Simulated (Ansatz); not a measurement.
# CH₅GeNS: a ladder of functionals and wavefunction methods

One table from this session's results is given with a row withheld; the runs are named, their logs left out.

The runs use Ansatz 0.2.0, Gaussian basis; functionals in def2-TZVPP, the program's frozen cores in correlated methods.

Levels to be run: PBE-D4, r2SCAN-D4, PBE0-D4, B3LYP-D4, ωB97X-V, ωB97M-V, B2PLYP; CCSD(T)/def2-TZVPP; MP2/def2-QZVPP; extrapolation to the limit.

**The geometry**

All runs share one geometry, relaxed beforehand with PBE0-D4 in a triple-zeta def2 set.

SMILES `S[CH]1[NH][GeH2]1`, 9 atoms, charge 0, spin multiplicity 1.

Atoms are counted from 1 here; the program's logs count them from 0.

Bond lengths: S1–C2 1.789 Å, S1–H5 1.342 Å, C2–N3 1.457 Å, C2–Ge4 1.929 Å, C2–H6 1.091 Å, N3–Ge4 1.875 Å, N3–H7 1.013 Å, Ge4–H8 1.525 Å, Ge4–H9 1.529 Å. Angles: C2–S1–H5 96.4°, S1–C2–N3 118.3°, S1–C2–Ge4 128.5°, S1–C2–H6 107.2°, N3–C2–Ge4 65.5°, N3–C2–H6 117.8°, Ge4–C2–H6 114.8°, C2–N3–Ge4 69.5°, C2–N3–H7 113.9°, Ge4–N3–H7 119.9°, C2–Ge4–N3 45.0°, C2–Ge4–H8 122.3°, C2–Ge4–H9 119.8°, N3–Ge4–H8 112.3°, N3–Ge4–H9 117.7°, H8–Ge4–H9 117.1°.

Geometry (Å):

```mol
CH5GeNS
  3D, bonds by distance, orders not assigned

  9  9  0  0  0  0  0  0  0  0999 V2000
   -1.6908   -0.1742    1.4654 S   0  0
   -0.7302    0.2626    0.0208 C   0  0
    0.5463    0.9369    0.2186 N   0  0
    0.7857   -0.6583   -0.7382 Ge  0  0
   -0.6721   -0.6848    2.1751 H   0  0
   -1.4213    0.6851   -0.7097 H   0  0
    0.6178    1.8279   -0.2586 H   0  0
    1.5877   -1.6899    0.0471 H   0  0
    1.0655   -0.5516   -2.2375 H   0  0
  1  2  8  0
  2  3  8  0
  3  4  8  0
  1  5  8  0
  2  6  8  0
  3  7  8  0
  4  8  8  0
  4  9  8  0
  2  4  8  0
M  END
```

The first run:

in.yaml

```yaml
crystal:
  periodic: [false, false, false]
  atoms:
    - {symbol: S, position_ang: [-1.690814, -0.174241, 1.465448]}
    - {symbol: C, position_ang: [-0.730192, 0.262624, 0.020782]}
    - {symbol: N, position_ang: [0.546322, 0.936859, 0.218603]}
    - {symbol: Ge, position_ang: [0.785675, -0.658254, -0.738205]}
    - {symbol: H, position_ang: [-0.672136, -0.684766, 2.175123]}
    - {symbol: H, position_ang: [-1.421345, 0.685116, -0.709738]}
    - {symbol: H, position_ang: [0.617837, 1.827898, -0.258571]}
    - {symbol: H, position_ang: [1.587669, -1.689915, 0.047101]}
    - {symbol: H, position_ang: [1.065482, -0.551623, -2.237541]}
basis:
  gaussian: {orbitals: def2-TZVPP}
hamiltonian: {xc: pbe, dispersion: d4}
output: {forces: true, orbitals: {seedname: orbitals}}
```

The run is started by

```console
ansatz run in.yaml --threads 4 --pin off --events-out ev --progress --plain --max-ram 10444MiB
```

Among the steps run: PBE-D4 (GGA); r2SCAN-D4 (meta-GGA); PBE0-D4 (hybrid); B3LYP-D4 (hybrid); ωB97X-V (range-separated); ωB97M-V (range-separated); B2PLYP (double hybrid); CCSD(T) in def2-TZVPP; MP2 in def2-QZVPP.

One of the session's tables, all rows but one given; the rest of the session is left out.

| method | atomisation energy (eV) |
| --- | --- |
| PBE-D4 | 29.660 |
| r2SCAN-D4 | 28.926 |
| PBE0-D4 | ? |
| B3LYP-D4 | 28.756 |
| ωB97X-V | 29.081 |
| ωB97M-V | 28.898 |
| B2PLYP | 28.397 |
| HF/def2-TZVPP | 18.632 |
| MP2/def2-TZVPP | 28.386 |
| CCSD/def2-TZVPP | 27.381 |
| CCSD(T)/def2-TZVPP | 28.016 |
| MP2/CBS | 29.320 |
| CCSD(T)/CBS | 28.951 |

**Question.** Estimate the row for PBE0-D4.

The run gave: atomisation energy (eV): 28.919. In the column «atomisation energy (eV)» it lies between ωB97M-V (28.898) and r2SCAN-D4 (28.926).
